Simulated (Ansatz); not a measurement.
**CH8OSi2: one species, many methods**

Aim: compute CH8OSi2 with functionals from several rungs and with coupled cluster. The yardstick is the atomisation energy at the CCSD(T) limit.

Program: Ansatz 0.2.0, Gaussian basis. Level of theory: functionals in def2-TZVPP, the program's frozen cores in correlated methods. These are calculated values, not measurements.

Plan: LDA (SPW92), PBE-D4, revPBE-D4, BLYP-D4, r2SCAN-D4, B97M-V, PBE0-D4, B3LYP-D4, r2SCANh-D4, r2SCAN0-D4, HSE06-D4, BHLYP-D4, CAM-B3LYP-D4, LC-ωPBE, ωB97X-V, ωB97M-V, B2PLYP, PBE-QIDH; CCSD(T)/def2-SVP; CCSD(T)/def2-TZVPP; MP2/def2-QZVPP; extrapolation to the limit; RPA on PBE.

### 1 Structure used throughout

The geometry comes from an earlier relaxation with PBE0-D4 in a triple-zeta def2 set; it is a stationary point, not always the lowest conformer.

SMILES `OC([SiH3])[SiH3]`, 12 atoms, charge 0, spin multiplicity 1.

Atoms are counted from 1 here; the program's logs count them from 0.

Bond lengths: O1–C2 1.432 Å, O1–H5 0.962 Å, C2–Si3 1.888 Å, C2–Si4 1.891 Å, C2–H6 1.102 Å, Si3–H7 1.485 Å, Si3–H8 1.488 Å, Si3–H9 1.486 Å, Si4–H10 1.492 Å, Si4–H11 1.487 Å, Si4–H12 1.486 Å. Angles: C2–O1–H5 108.9°, O1–C2–Si3 107.2°, O1–C2–Si4 111.3°, O1–C2–H6 111.2°, Si3–C2–Si4 112.6°, Si3–C2–H6 106.4°, Si4–C2–H6 108.1°, C2–Si3–H7 110.2°, C2–Si3–H8 107.9°, C2–Si3–H9 110.5°, H7–Si3–H8 109.2°, H7–Si3–H9 109.5°, H8–Si3–H9 109.4°, C2–Si4–H10 107.7°, C2–Si4–H11 110.8°, C2–Si4–H12 110.9°, H10–Si4–H11 109.2°, H10–Si4–H12 108.5° and more.

Coordinates:

```xyz
12
charge 0, multiplicity 1
O     0.2135    1.7471    0.2817
C    -0.3831    0.4694    0.0331
Si   -0.1595   -0.5645    1.5971
Si    0.3663   -0.3528   -1.4957
H     0.1371    2.2858   -0.5114
H    -1.4700    0.5611   -0.1264
H     1.2849   -0.7619    1.8794
H    -0.7996   -1.8883    1.3665
H    -0.8062    0.0998    2.7579
H     0.3397    0.6438   -2.6056
H    -0.4235   -1.5486   -1.8937
H     1.7775   -0.7460   -1.2489
```

### 2 LDA

This LDA is Slater exchange with PW92 correlation.

Input file in.yaml:

```yaml
crystal:
  periodic: [false, false, false]
  atoms:
    - {symbol: O, position_ang: [0.213530, 1.747095, 0.281655]}
    - {symbol: C, position_ang: [-0.383073, 0.469366, 0.033061]}
    - {symbol: Si, position_ang: [-0.159531, -0.564525, 1.597135]}
    - {symbol: Si, position_ang: [0.366289, -0.352802, -1.495724]}
    - {symbol: H, position_ang: [0.137056, 2.285791, -0.511385]}
    - {symbol: H, position_ang: [-1.470047, 0.561104, -0.126366]}
    - {symbol: H, position_ang: [1.284924, -0.761926, 1.879448]}
    - {symbol: H, position_ang: [-0.799584, -1.888303, 1.366464]}
    - {symbol: H, position_ang: [-0.806195, 0.099807, 2.757885]}
    - {symbol: H, position_ang: [0.339680, 0.643804, -2.605587]}
    - {symbol: H, position_ang: [-0.423515, -1.548601, -1.893689]}
    - {symbol: H, position_ang: [1.777466, -0.746011, -1.248895]}
basis:
  gaussian: {orbitals: def2-TZVPP}
hamiltonian: {xc: lda}
output: {orbitals: {seedname: orbitals}}
```

Launch:

```bash
$ ansatz run in.yaml --threads 4 --pin off --events-out ev --progress --plain --max-ram 10444MiB
```

The runs that follow: PBE-D4 (GGA); revPBE-D4 (GGA); BLYP-D4 (GGA); r2SCAN-D4 (meta-GGA); B97M-V (meta-GGA); B3LYP-D4 (hybrid); r2SCANh-D4 (hybrid); r2SCAN0-D4 (hybrid); HSE06-D4 (hybrid); BHLYP-D4 (hybrid); CAM-B3LYP-D4 (range-separated); LC-ωPBE (range-separated); ωB97X-V (range-separated); ωB97M-V (range-separated); B2PLYP (double hybrid); PBE-QIDH (double hybrid); CCSD(T) in def2-SVP; CCSD(T) in def2-TZVPP; MP2 in def2-QZVPP; RPA on PBE orbitals.

Q: Predict the results of all the runs planned. Wanted: atomisation energy, CCSD(T)/CBS; farthest beyond LDA; mean size of error, GGA; mean size of error, meta-GGA; mean size of error, hybrid; mean size of error, range-separated; mean size of error, double hybrid; gap, smallest and largest; T1 diagnostic.

As calculated:

| quantity | value |
| --- | --- |
| atomisation energy, CCSD(T)/CBS | 3885.2 kJ/mol |
| functionals within 19.4 kJ/mol (0.5 %) | PBE-D4, r2SCAN-D4, B97M-V, B3LYP-D4, CAM-B3LYP-D4, ωB97X-V, ωB97M-V |
| farthest beyond LDA | BHLYP-D4 (-88.8 kJ/mol) |
| mean size of error, GGA | 41.5 kJ/mol |
| mean size of error, meta-GGA | 10.5 kJ/mol |
| mean size of error, hybrid | 46.9 kJ/mol |
| mean size of error, range-separated | 18.3 kJ/mol |
| mean size of error, double hybrid | 62.1 kJ/mol |
| gap, smallest and largest | 5.42 eV (LDA (SPW92)), 12.68 eV (LC-ωPBE) |
| T1 diagnostic | 0.0119 |
| triples share of the correlation energy | 3.5 % |

LDA overbinds by 468.8 kJ/mol (12 %). PBE-D4 is off by -8.7 kJ/mol. Double hybrids carry the basis error of their MP2 part in triple zeta, and no dispersion term here, so their miss is partly the set-up's. The rungs meta-GGA, range-separated miss on average by less than the doubt on the reference (19.4 kJ/mol), so they tie. Misses under about 19.4 kJ/mol are within the doubt on the reference itself, which lacks core-valence correlation, relativity and higher excitations. Hartree-Fock recovers 74 % of the binding; the rest is correlation. CCSD(T) in def2-SVP is off by -247.6 kJ/mol, worse than the median functional, from the basis alone. Orbital gaps span 5.4 to 12.7 eV; exact exchange widens them.
